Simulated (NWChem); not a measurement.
# GeTe (SMILES [Ge][Te]): levels of theory compared

Wanted: a comparison of 6 runs (HF/STO-3G, HF/def2-TZVP, TPSS/def2-SVP, MP2/def2-TZVP, CCSD/def2-TZVP, CCSD(T)/def2-SVP) of GeTe. 

The calculation is run with NWChem 7.3.0.

2 further runs of the same task are left out: 2 set aside as unsound or not needed.

## 1. The structure to begin with

GeTe has 2 atoms, charge 0, and is taken as a singlet. As SMILES, `[Ge][Te]`. Geometry: the measured bond length.

Bond lengths: Ge1–Te2 2.340 Å.

## 2. Energy and forces at HF/STO-3G (run 1)

File gete.nw:

```
start gete
memory total 2200 mb
geometry units angstrom noautosym nocenter noautoz
  Ge       0.000000       0.000000       0.000000
  Te       0.000000       0.000000       2.340165
end
basis spherical bse
  * library STO-3G
end
scf
  thresh 1e-08
  maxiter 80
end
task scf gradient
```

Started as:

```bash
$ nwchem gete.nw > gete.out
```

Log:

```text
[...]
  functions       =    45
[...]
  wavefunction    = RHF
[...]
         Total SCF energy =  -8598.887733267760
      One-electron energy = -12669.428507930525
      Two-electron energy =   3694.263485524819
 Nuclear repulsion energy =    376.277289137944
        Time for solution =      3.7s
[...]
                         RHF ENERGY GRADIENTS
    atom               coordinates                        gradient
                 x          y          z           x          y          z
   1 Ge      0.000000   0.000000   0.000000   -0.000000  -0.000000  -0.038396
   2 Te      0.000000   0.000000   4.422271    0.000000   0.000000   0.038396
[...]
```

Wall time 6.6 s (1 thread of Intel Xeon Platinum 8488C (Sapphire Rapids), shared host); peak memory 0.096 GiB.

## 3. Energy and forces at HF/def2-TZVP (core potential) (run 2)

File gete.nw:

```
start gete
title "GeTe"
memory 2200 mb

geometry units au noautosym nocenter noautoz
  Ge     0.00000000     0.00000000     0.00000000
  Te     0.00000000     0.00000000     4.42227094
end

basis spherical bse
  * library def2-TZVP
end

ecp bse
  Te library def2-TZVP
end

scf
  singlet
  rhf
  thresh 1e-08
  maxiter 80
  print medium
end

task scf gradient
```

Started as:

```bash
$ nwchem gete.nw > gete.out
```

Log:

```text
[...]
  functions       =    98
[...]
  wavefunction    = RHF
[...]
         Total SCF energy =  -2342.404401851862
      One-electron energy =  -3708.657286238043
      Two-electron energy =   1192.586455888248
 Nuclear repulsion energy =    173.666428497934
        Time for solution =     43.7s
[...]
                         RHF ENERGY GRADIENTS
    atom               coordinates                        gradient
                 x          y          z           x          y          z
   1 Ge      0.000000   0.000000   0.000000    0.000000   0.000000  -0.005791
   2 Te      0.000000   0.000000   4.422271   -0.000000  -0.000000   0.005791
[...]
```

Wall time 58 s (1 thread of Intel Xeon Platinum 8488C (Sapphire Rapids), shared host); peak memory 0.11 GiB.

Runs 3 to 5 aren't shown in full; the table further down has their settings and results.

## 4. The energy at CCSD(T)/def2-SVP (core potential) (run 6)

File mymol.xyz:

```xyz
2

Ge     0.000000     0.000000     0.000000
Te     0.000000     0.000000     2.340165
```

File mymol.nw:

```
start mymol
memory stack 880 mb heap 220 mb global 1100 mb

geometry noautosym nocenter noautoz
  load mymol.xyz
end

basis spherical bse
  * library def2-SVP
end

ecp bse
  Te library def2-SVP
end

scf
  thresh 1e-08
  maxiter 80
  print medium
end

ccsd
  freeze core 13
  maxiter 60
end

task ccsd(t) energy
```

Started as:

```bash
$ nwchem mymol.nw > mymol.out
```

Log:

```text
[...]
  functions       =    58
[...]
  wavefunction    = RHF
[...]
         Total SCF energy =  -2342.131365192990
      One-electron energy =  -3708.121995105314
      Two-electron energy =   1192.324188771734
 Nuclear repulsion energy =    173.666441140590
        Time for solution =     12.7s
[...]
 Total MP2 energy:          -2342.454513607523495
[...]
             energy      energy      error      ampl     ampl      Block
                                                time     time      time
[...]
 Total CCSD energy:          -2342.458132484190173
[...]
 Total CCSD+T(CCSD) energy:          -2342.476163802922656
[...]
 Total CCSD(T) energy:               -2342.473763169258746
[...]
```

Run time: 41 s. Hardware: 1 thread of Intel Xeon Platinum 8488C (Sapphire Rapids), shared host; peak memory 0.15 GiB.

## 5. The series

```tsv
run	level	core potential	iteration cap	energy (Eh)	dipole moment (D)	HOMO energy (eV)	LUMO energy (eV)	wall time
1	HF/STO-3G	–	80	-8598.887733	3.20	-6.10	4.01	6.6 s
2	HF/def2-TZVP (core potential)	def2-TZVP	80	-2342.404402	1.92	-8.86	0.20	58 s
3	TPSS/def2-SVP (core potential)	def2-SVP	100	-2344.668120	0.95	-6.24	-3.20	20 s
4	MP2/def2-TZVP (core potential)	def2-TZVP	80	-2343.085259	0.80	-8.86	0.20	1.8 min
5	CCSD/def2-TZVP (core potential)	def2-TZVP	80	-2343.056156	–	-8.86	0.20	3.3 min
6	CCSD(T)/def2-SVP (core potential)	def2-SVP	80	-2342.473763	–	-8.86	0.21	41 s
```

## 6. Outcome

```
                                           quantity           value
                                run 6: total energy  -2342.47376 Eh
         run 6: HOMO energy (Hartree–Fock orbitals)        -8.86 eV
         run 6: LUMO energy (Hartree–Fock orbitals)         0.21 eV
       run 6: HOMO–LUMO gap (Hartree–Fock orbitals)         9.06 eV
run 6: correlation energy (13 core orbitals frozen)      -342.4 mEh
                              run 6: (T) correction      -15.63 mEh
```

What this shows: Below the HF energy at the same shape and in the same basis (def2-TZVP): MP2 -680.9 mEh; CCSD -651.8 mEh. Over runs 1, 2, 3, 4 the dipole moment (its size) runs from 0.80 D (MP2/def2-TZVP) to 3.20 D (HF/STO-3G). The two ends differ in method and basis and core potential. Over runs 1, 2, 3 the HOMO–LUMO gap runs from 3.04 eV (TPSS/def2-SVP) to 10.11 eV (HF/STO-3G). Some runs of one species differ in core potentials or relativity; totals across that change don't compare. In run 1 the basis is minimal, so the values are rough. In run 1 relativity is left out where basis or elements ask for it. All runs together took 7.2 min, the longest 3.3 min.
